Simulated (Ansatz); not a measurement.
# C2H9OSbSi: one species, many methods

One table from this session's results is given with a row withheld; the runs are named, their logs left out.

Method: functionals in def2-TZVPP, the program's frozen cores in correlated methods; program: Ansatz 0.2.0, Gaussian basis.

Plan: PBE-D4, r2SCAN-D4, PBE0-D4, B3LYP-D4, ωB97X-V, ωB97M-V, B2PLYP; CCSD(T)/def2-TZVPP; MP2/def2-QZVPP; extrapolation to the limit.

### The geometry

An earlier PBE0-D4 in a triple-zeta def2 set relaxation fixed the geometry. Sb takes the def2 core potential; no spin-orbit term is included.

SMILES `CC[O][SbH][SiH3]`, 14 atoms, charge 0, spin multiplicity 1.

Atoms are counted from 1 here; the program's logs count them from 0.

Bond lengths: C1–C2 1.514 Å, C1–H6 1.095 Å, C1–H7 1.092 Å, C1–H8 1.093 Å, C2–O3 1.409 Å, C2–H9 1.101 Å, C2–H10 1.096 Å, O3–Sb4 1.983 Å, Sb4–Si5 2.588 Å, Sb4–H11 1.711 Å, Si5–H12 1.488 Å, Si5–H13 1.490 Å, Si5–H14 1.485 Å. Angles: C2–C1–H6 111.3°, C2–C1–H7 110.5°, C2–C1–H8 110.8°, H6–C1–H7 108.1°, H6–C1–H8 107.5°, H7–C1–H8 108.6°, C1–C2–O3 112.9°, C1–C2–H9 109.8°, C1–C2–H10 109.8°, O3–C2–H9 111.3°, O3–C2–H10 106.1°, H9–C2–H10 106.8°, C2–O3–Sb4 117.5°, O3–Sb4–Si5 94.7°, O3–Sb4–H11 92.0°, Si5–Sb4–H11 90.1°, Sb4–Si5–H12 109.4°, Sb4–Si5–H13 109.6° and more.

Geometry (Å):

```xyz
14
charge 0, multiplicity 1
C    -0.6306   -1.7217   -0.4103
C     0.2560   -1.0833   -1.4585
O     0.9452    0.0479   -0.9774
Sb   -0.0958    1.7184   -0.7349
Si    0.0182    1.6683    1.8501
H    -1.4408   -1.0482   -0.1113
H    -0.0497   -1.9706    0.4805
H    -1.0885   -2.6373   -0.7940
H    -0.3395   -0.8385   -2.3516
H     1.0258   -1.7950   -1.7770
H     1.3190    2.6797   -0.7829
H    -1.0052    0.7223    2.3709
H    -0.2766    3.0252    2.3893
H     1.3627    1.2328    2.3073
```

The first run:

Contents of in.yaml:

```yaml
crystal:
  periodic: [false, false, false]
  atoms:
    - {symbol: C, position_ang: [-0.630592, -1.721667, -0.410285]}
    - {symbol: C, position_ang: [0.255960, -1.083287, -1.458541]}
    - {symbol: O, position_ang: [0.945214, 0.047905, -0.977432]}
    - {symbol: Sb, position_ang: [-0.095832, 1.718438, -0.734889]}
    - {symbol: Si, position_ang: [0.018151, 1.668250, 1.850072]}
    - {symbol: H, position_ang: [-1.440830, -1.048157, -0.111277]}
    - {symbol: H, position_ang: [-0.049741, -1.970635, 0.480537]}
    - {symbol: H, position_ang: [-1.088536, -2.637253, -0.794021]}
    - {symbol: H, position_ang: [-0.339510, -0.838546, -2.351591]}
    - {symbol: H, position_ang: [1.025850, -1.794978, -1.777045]}
    - {symbol: H, position_ang: [1.318955, 2.679666, -0.782893]}
    - {symbol: H, position_ang: [-1.005191, 0.722268, 2.370854]}
    - {symbol: H, position_ang: [-0.276571, 3.025217, 2.389251]}
    - {symbol: H, position_ang: [1.362673, 1.232760, 2.307258]}
basis:
  gaussian: {orbitals: def2-TZVPP}
hamiltonian: {xc: pbe, dispersion: d4}
output: {forces: true, orbitals: {seedname: orbitals}}
```

Run with:

```bash
ansatz run in.yaml --threads 2 --pin off --events-out ev --progress --plain --max-ram 22528MiB --backend cuda --devices 0, --max-vram 18GiB
```

Among the steps run: PBE-D4 (GGA); r2SCAN-D4 (meta-GGA); PBE0-D4 (hybrid); B3LYP-D4 (hybrid); ωB97X-V (range-separated); ωB97M-V (range-separated); B2PLYP (double hybrid); CCSD(T) in def2-TZVPP; MP2 in def2-QZVPP.

One of the session's tables, all rows but one given; the rest of the session is left out.

```
            method  atomisation energy (kJ/mol)
            PBE-D4                       4701.0
         r2SCAN-D4                       4641.2
           PBE0-D4                            ?
          B3LYP-D4                       4658.3
           ωB97X-V                       4676.1
           ωB97M-V                       4643.1
            B2PLYP                       4582.7
     HF/def2-TZVPP                       3324.1
    MP2/def2-TZVPP                       4527.1
   CCSD/def2-TZVPP                       4458.3
CCSD(T)/def2-TZVPP                       4523.6
           MP2/CBS                       4659.6
       CCSD(T)/CBS                       4656.2
```

Q: Estimate the row for PBE0-D4 from the others.

The run gave: atomisation energy (kJ/mol): 4624.6. In the column «atomisation energy (kJ/mol)» it lies between B2PLYP (4582.7) and r2SCAN-D4 (4641.2).

Limits of these values: Free atoms (2 C, 1 O, 1 Sb, 1 Si, 9 H) were run apart at each level; the atomisation energy is their sum less the molecule, without zero-point or spin-orbit terms.
